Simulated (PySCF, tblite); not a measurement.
# C6H7BO: geometry, infrared bands and NMR shifts

What infrared bands and NMR shifts should C6H7BO (`C#CC#CB(C)OC`) show?

Computed with tblite 0.8.0 and PySCF 2.14.0, with density-fitted response routines of our own, on a single molecule in the gas phase. Atoms count from 0, in the outputs and in this text.

## 1. The starting structure

15 atoms, charge 0, multiplicity 1; geometry from: force field or distance geometry start.

Bonds of the start (Å): C0–C1 1.23, C1–C2 1.40, C2–C3 1.22, C3–B4 1.55, B4–C5 1.60, B4–O6 1.45, O6–C7 1.39, C0–H8 1.05, C5–H9 1.08, C5–H10 1.12, C5–H11 1.12, C7–H12 1.13, C7–H13 1.11, C7–H14 1.11.

## 2. Optimising the geometry with GFN2-xTB

Job settings and geometry (Å):

```
{"job": {"kind": "relax", "xc": "GFN2-xTB", "basis": "xTB"}, "charge": 0, "multiplicity": 1}
C      4.598100    -0.103700     1.405200
C      3.461500    -0.142800     0.927400
C      2.166600    -0.225000     0.408400
C      1.045000    -0.291600    -0.069900
B     -0.379300    -0.381300    -0.671100
C     -1.121000     0.976300    -1.098500
O     -1.136600    -1.604500    -0.509200
C     -2.334000    -1.410200     0.178800
H      5.571400    -0.052700     1.799500
H     -1.575500     0.899700    -2.077200
H     -1.923400     1.119100    -0.336400
H     -0.385200     1.817800    -1.034200
H     -2.269700    -0.536700     0.886100
H     -3.149500    -1.217000    -0.553200
H     -2.572800    -2.344900     0.722400
```

Command:

```bash
$ OMP_NUM_THREADS=1 python probes_run.py task.json out
```

The driver reads the jobs from task.json and runs them one after another.

**Question.** This job is followed by: GFN2-xTB harmonic vibrations, gas phase; GIAO PBE0/pcSseg-1 NMR shielding, non-relativistic, gas phase. Predict these results of the whole session: strongest single infrared mode (GFN2-xTB); zero-point energy (GFN2-xTB); 13C shifts against TMS (PBE0/pcSseg-1); 1H shifts against TMS (PBE0/pcSseg-1, means over atoms taken as alike); 11B shifts against BF3·OEt2 (PBE0/pcSseg-1); 17O shifts against H2O (PBE0/pcSseg-1).

As calculated:

| quantity | value |
| --- | --- |
| strongest single infrared mode (GFN2-xTB) | 1304 cm⁻¹, 515 km/mol |
| zero-point energy (GFN2-xTB) | 68.7 kcal/mol |
| 13C shifts against TMS (PBE0/pcSseg-1) | 98.3, 87.9, 79.3, 74.2, 55.9, 4.7 ppm |
| 1H shifts against TMS (PBE0/pcSseg-1, means over atoms taken as alike) | 3.98, 1.72, 0.52 ppm |
| 11B shifts against BF3·OEt2 (PBE0/pcSseg-1) | 38.0 ppm |
| 17O shifts against H2O (PBE0/pcSseg-1) | 182.6 ppm |

**Reading.** The optimisation took 81 steps and gained 0.877 eV; among the close pairs (by a distance rule), B4–O6 changed most, from 1.448 to 1.340 Å. All 39 modes are real, so the xTB geometry is a minimum. The strongest single mode, at 1304 cm⁻¹, moves mainly B4 and O6. Unscaled tight-binding wavenumbers are off by several per cent, some by more. Its intensities can rank the bands wrongly. H12, H13, H14 (mean) (hydrogen on a methyl carbon bonded to O) lies farthest downfield among hydrogen, at 3.98 ppm; its carbon carries O, hence the downfield position. At PBE0/pcSseg-1: The widest tensor belongs to O6: span 448 ppm, with a paramagnetic part of -241 ppm.
